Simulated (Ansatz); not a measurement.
**CaF3 (I4/mmm): frozen displacement of one atom, by script**

The task is a frozen displacement of one atom, for CaF3 (I4/mmm).

All numbers are computed with Ansatz 0.2.0, driven from Python. Level of theory: DFT LDA, plane waves, PAW.

### 1 Starting point

Symmetry: I4/mmm, No. 139, tetragonal system. The conventional cell has a = 3.799 Å, b = 3.799 Å, c = 6.445 Å, α = 90.00°, β = 90.00°, γ = 90.00°. Around Ca (site symmetry 4/mmm) lie 12 F at 2.49 to 2.69 Å. F (site symmetry -4m2) has 4 Ca at 2.49 Å and 4 F at 2.49 Å as nearest neighbours. Around F (site symmetry 4/mmm) lie 8 F at 2.49 Å and 4 Ca at 2.69 Å.

The script holds or builds the structure itself.

### 2 The script

push_caf3.py reads:

```python
'''Energy and force of CaF3 as one atom is pushed off its site.'''

import ansatz as az
import numpy as np

xtal = (
    az.Lattice.of([-1.899407, 1.899407, 3.222683], [1.899407, -1.899407, 3.222683], [1.899407, 1.899407, -3.222683])
    .atom('Ca', [0.0, 0.0, 0.0])
    .atom('F', [0.75, 0.25, 0.5])
    .atom('F', [0.25, 0.75, 0.5])
    .atom('F', [0.5, 0.5, 0.0])
)

inverse = np.linalg.inv(np.array(xtal.lattice.vectors))
home = np.array(xtal.sites[2].position)
values = np.linspace(-0.05, 0.05, 5)
energies, pulls = [], []
for shift in values:
    moved = xtal.move(2, to=home + shift * inverse[1])
    model = (
        moved.calculation()
        .functional('LDA')
        .pseudopotentials('paw')
        .kpoints(9)
        .occupations('Fermi-Dirac')
        .forces()
    )
    rep = model.run(threads=1).report
    energies.append(rep['free_energy_ev'])
    pulls.append(rep['forces_ev_ang'][2][1])

# the force is minus the slope of the free energy
print('shift (A)   dE (eV)   force along y (eV/A)')
for shift, e, f in zip(values, energies, pulls):
    print(f'{shift:8.3f} {e - energies[2]:10.5f} {f:12.4f}')
print(f'stiffness from energies {2 * np.polyfit(values, energies, 2)[0]:.3f}, from forces {-np.polyfit(values, pulls, 1)[0]:.3f} eV/A^2')
```

### 3 Running it

Run with:

```console
$ python push_caf3.py
```

**Question.** How stiff is this displacement, and do energies and forces agree?

As calculated:

| quantity | value |
| --- | --- |
| runs compared | 5 |
| range of energy | 0.21 meV/atom |
| lowest point, shift of atom 3 from run 1 (Å) | 0.050 |

In words: The curvature of the energy gives 0.666 eV/Å² and the slope of the force 0.676 eV/Å², a positive curvature. Caveats:
- The cell holds an odd number of electrons and is run without spin, so a magnetic state may lie lower.
- For a metal this k-point mesh is coarse: on a finer one energies can move by several to tens of meV an atom and pressures by half a GPa or more, differences at one mesh by less.
- In a metal a curvature from energy changes of a few meV or less hangs on mesh and smearing, in size and even in sign.
- The structure comes from a database of computed cells and needn't be a stable or known phase.
- All periodic images of the atom move with it, so the curvature is one diagonal element of the zone-centre force constants and no normal mode; a positive value doesn't exclude soft modes in which several atoms move.
